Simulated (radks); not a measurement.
**Nuclear size and the levels of La³⁺**

Aim: how the total energy, the levels and the density at the nucleus of La³⁺ respond when the nuclear radius is scaled.

Method: Dirac Kohn-Sham, exchange-only LDA, spin-unpolarised, spherical densities, finite nucleus. Code: radks (a radial shooting solver on a logarithmic mesh, Libxc functionals) version 1.

## (1) Starting point

* element: lanthanum (Z = 57)
* charge: +3
* electrons: 54
* configuration: [Xe]
* nuclear rms radius: 4.855 fm

The outer shells:

La³⁺
```
[Kr] core
4d [↑↓][↑↓][↑↓][↑↓][↑↓]
5s [↑↓]
5p [↑↓][↑↓][↑↓]
```

## (2) rms radius 4.855 fm

Input:

```text
Z 57
configuration [Xe] 6s0 4f0
relativity Dirac
functional lda,
spin unpolarised
j_filling average
nucleus finite rms 4.855 fm
c 137.035999084
```

## (3) rms radius 4.3646 fm

Settings, as their differences from step 2:

```diff
@@ -6,3 +6,3 @@
 j_filling average
-nucleus finite rms 4.855 fm
+nucleus finite rms 4.3646 fm
 c 137.035999084
```

## (4) rms radius 4.6025 fm

Settings, as their differences from step 3:

```diff
@@ -6,3 +6,3 @@
 j_filling average
-nucleus finite rms 4.3646 fm
+nucleus finite rms 4.6025 fm
 c 137.035999084
```

## (5) rms radius 5.0929 fm

Settings, as their differences from step 4:

```diff
@@ -6,3 +6,3 @@
 j_filling average
-nucleus finite rms 4.6025 fm
+nucleus finite rms 5.0929 fm
 c 137.035999084
```

## (6) rms radius 5.6075 fm

Settings, as their differences from step 5:

```diff
@@ -6,3 +6,3 @@
 j_filling average
-nucleus finite rms 5.0929 fm
+nucleus finite rms 5.6075 fm
 c 137.035999084
```

**Question.** What will these runs give? Wanted: for each run, rms radius; total energy shift; density at nucleus; 1s1/2 shift; 2s1/2 shift; 5s1/2 shift; 5p1/2 shift; 6s1/2 shift.

**Answer**, as computed:

```tsv
rms radius (fm)	total energy shift (eV)	density at nucleus (e/bohr³)	1s1/2 shift (meV)	2s1/2 shift (meV)	5s1/2 shift (meV)	5p1/2 shift (meV)	6s1/2 shift (meV)
4.3646	-1.79	3.578e+05	-743	-90.0	-0.713	0.0675	-0.151
4.6025	-0.938	3.54e+05	-391	-47.3	-0.375	0.0355	-0.0796
4.855	0	3.502e+05	0	0	0	0	0
5.0929	0.921	3.469e+05	383	46.4	0.367	-0.0348	0.0781
5.6075	3.03	3.403e+05	1262	153	1.21	-0.115	0.257
```

Shifts are against the first run. Over the range the 1s1/2 level moves by 2.01 eV and the 6s1/2 level by 0.409 meV. A larger nucleus binds the 1s electrons less and lowers the density at its centre. These are shifts of eigenvalues, not the field shifts of spectral lines.
